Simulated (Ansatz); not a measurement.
# Ni2GeO: the cost of one run

Method: DFT PBE, scalar-relativistic, plane waves, PAW, unless a step names another level, in Ansatz 0.2.0.

10 further runs of the same task are left out: 2 that didn't finish, 8 set aside as unsound or not needed.

### Step 1. What the formula suggests

Pauling electronegativities: Ni 1.91, Ge 2.01, O 3.44 (spread 1.53). The formula balances with common oxidation states: Ni +3, O -2, Ge -4. Tabulated atomic sizes suggest about 12 Å³/atom. 22 candidates were drawn, by swapping species into database cells of other compounds, at random by space group and Wyckoff sites, or by hand, as the table says:

```csv
name,made from,space group no.,Wyckoff sites,atoms (primitive cell),V (Å³/atom)
c01,database cell of KAgO2,47,Ni 2s; Ge 1c; O 1e,4,10.9
c02,random,191,Ni 2e; Ge 1b; O 1a,4,14.5
c03,random,123,"Ni 1d, 1b; Ge 1a; O 1c",4,11.8
c04,built by hand: anti-alpha-NaFeO2,166,Ni 6c; Ge 3a; O 3b,4,11.5
c05,database cell of ZnSiNi2,123,Ni 2g; Ge 1c; O 1d,4,11.3
c06,random,123,Ni 4k; Ge 2e; O 2h,8,13.8
c07,database cell of Na2LiN,191,Ni 2c; Ge 1b; O 1a,4,11.3
c08,random,136,Ni 4f; Ge 2b; O 2a,8,11.6
c09,built by hand: Cr2AlC (211 MAX phase),194,Ni 4f; Ge 2d; O 2a,8,11.5
c10,database cell of Mn2SbAs,187,Ni 2h; Ge 1b; O 1e,4,11.9
c11,database cell of ScCuO2,194,Ni 4f; Ge 2c; O 2a,8,12.5
c12,"built by hand: ZrCuSiAs (LaOCuAs-like, Ni on both metal sites)",129,"Ni 2c, 2b; Ge 2c; O 2a",8,11.5
c13,random,71,Ni 4j; Ge 2b; O 2a,4,13.7
c14,database cell of RbErS2,166,Ni 6c; Ge 3b; O 3a,4,11.3
c15,database cell of HfInNi2,123,Ni 2h; Ge 1b; O 1a,4,12.0
c16,database cell of ZnCu2Ni,123,Ni 2e; Ge 1a; O 1c,4,11.1
c17,database cell of NaSbTe2,123,"Ni 1b, 1c; Ge 1d; O 1a",4,12.4
c18,random,65,Ni 4i; Ge 2b; O 2d,4,14.8
c19,database cell of CuNiSb2,164,Ni 2d; Ge 1b; O 1a,4,10.7
c20,database cell of RbYbO2,166,Ni 6c; Ge 3a; O 3b,4,9.8
c21,database cell of CsLiBr2,129,"Ni 2c, 2a; Ge 2c; O 2c",8,12.2
c22,database cell of Ti2CuNi,25,"Ni 1c, 1d; Ge 1a; O 1b",4,13.0
```

### Step 2. Screening run of c10

input.yaml reads:

```yaml
crystal:
  lattice:
    - [3.3298259, 0.0, 0.0]
    - [-1.66491295, 2.88371382, 0.0]
    - [0.0, 0.0, 4.96842819]
  atoms:
    - { symbol: Ni, position: [0.66666667, 0.33333333, 0.73526126], spin: 2.0 }
    - { symbol: Ni, position: [0.66666667, 0.33333333, 0.26473874], spin: 2.0 }
    - { symbol: Ge, position: [0.33333333, 0.66666667, 0.5] }
    - { symbol: O, position: [0.0, 0.0, 0.0] }
basis:
  ecutwfc: 420
kpoints:
  mp_grid: { grid: [5, 5, 3] }
hamiltonian:
  xc: pbe
scf:
  occupations: { method: gaussian, width: 0.15 }
  lower_state_search: "off"
output:
  forces: true
  stress: true
  eigenvalues: true
  populations: true
magnetization:
  spin_polarized: true
relax:
  adjacent_minimum: "off"
  f_tol: 0.08
  max_steps: 16
  cell: { stress_tol: 0.8 }
```

The run is started by

```
> ansatz run input.yaml --threads 1 --pin off --max-ram 2560MiB --backend cpu --events-out ev --progress --plain --runs-dir out
```

What time and memory should one allow on 1 thread of Intel Xeon 6975P-C (Granite Rapids), shared host?

About 42 s, with a peak of 0.37 GiB.
